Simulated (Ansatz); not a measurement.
# WH (sextet): from Hartree-Fock to the top rungs, def2-SVP

How much of the correlation energy of WH (sextet) does each wave-function method recover here?

Method: def2-SVP, correlated electrons: outside noble gas; program: Ansatz 0.2.0, Gaussian basis.

Plan: UHF; CCSD(T) on ROHF; CCSD(T) on UHF; CISD; CCSDT(Q) on ROHF; CCSDT(Q) on UHF; CASSCF and MRCISD+Q, 7 electrons in 7 orbitals; CASSCF and NEVPT2, 7 electrons in 7 orbitals; Full CI.

## (1) What is computed

The geometry is a PBE0/def2-TZVP stationary point (not a proven minimum). No spin-orbit coupling is included. Elements past krypton take def2 core potentials. Outer-core shells of the metal stay frozen.

2 atoms, charge 0, spin multiplicity 6.

Atoms are counted from 1 here; the program's logs count them from 0.

Bond lengths: W1–H2 1.713 Å.

In the tables R marks a restricted open-shell determinant and U an unrestricted one; 'valence' is the active space of 7 electrons in 7 orbitals; correlation energies count from the lowest restricted Hartree-Fock solution.

## (2) UHF

Contents of in.yaml:

```yaml
crystal:
  periodic: [false, false, false]
  atoms:
    - {symbol: W, position_ang: [0.000000, 0.000000, 0.000000]}
    - {symbol: H, position_ang: [0.000000, 0.000000, 1.712600]}
basis:
  gaussian: {orbitals: def2-SVP}
magnetization: {spin_polarized: true, initial_magnetization: 5}
hamiltonian: {xc: hf}
output: {orbitals: {seedname: orbitals}}
```

Command:

```sh
ansatz run in.yaml --threads 1 --pin off --events-out ev --progress --plain --max-ram 2393MiB
```

The runs that follow: CCSD(T) on ROHF; CCSD(T) on UHF; CISD; CCSDT(Q) on ROHF; CCSDT(Q) on UHF; CASSCF and MRCISD+Q, 7 electrons in 7 orbitals; CASSCF and NEVPT2, 7 electrons in 7 orbitals; Full CI.

Q: Predict the results of all the runs planned. Wanted: correlation energy, FCI; RMP2 from FCI; UMP2 from FCI; RCCSD from FCI; RCCSD(T) from FCI; UCCSD(T) from FCI; RCCSDT(Q) from FCI; UCCSDT(Q) from FCI; NEVPT2 valence from FCI.

**Answer**, as computed:

| quantity | value |
| --- | --- |
| correlation energy, FCI | -2.7542 eV |
| RMP2 from FCI | +48.8 kJ/mol |
| UMP2 from FCI | +36.4 kJ/mol |
| RCCSD from FCI | +6.4 kJ/mol |
| RCCSD(T) from FCI | +1.0 kJ/mol |
| UCCSD(T) from FCI | -8.7 kJ/mol |
| RCCSDT(Q) from FCI | -0.3 kJ/mol |
| UCCSDT(Q) from FCI | -10.0 kJ/mol |
| NEVPT2 valence from FCI | +61.0 kJ/mol |
| MRCISD+Q valence from FCI | +0.8 kJ/mol |
| levels of the table within 1 kcal/mol (43 meV) | UCCSD, RCCSD(T), RCCSDT, RCCSDT(Q), MRCISD+Q valence |
| T1 diagnostic | 0.037 |
| effectively unpaired electrons | 5.03 |

What this shows: RCCSD(T) lands +1.0 kJ/mol from the yardstick (0.4 % of the correlation energy). CCSD(T) misses by +1.0 kJ/mol on the restricted determinant and by -8.7 kJ/mol on the unrestricted one; the two need not hold the same state or core. UCCSD, UCCSD(T), UCCSDT, RCCSDT(Q), UCCSDT(Q) fall below full CI: unrestricted runs freeze a spin-polarised core, another one than full CI's, and coupled cluster isn't variational. One determinant dominates. Of the multireference levels listed MRCISD+Q valence comes nearest in total energy (+0.8 kJ/mol), which doesn't show that its space is the better one. These misses are within one basis, not against nature; the frozen cores of restricted and unrestricted runs differ, which can shift their rows.
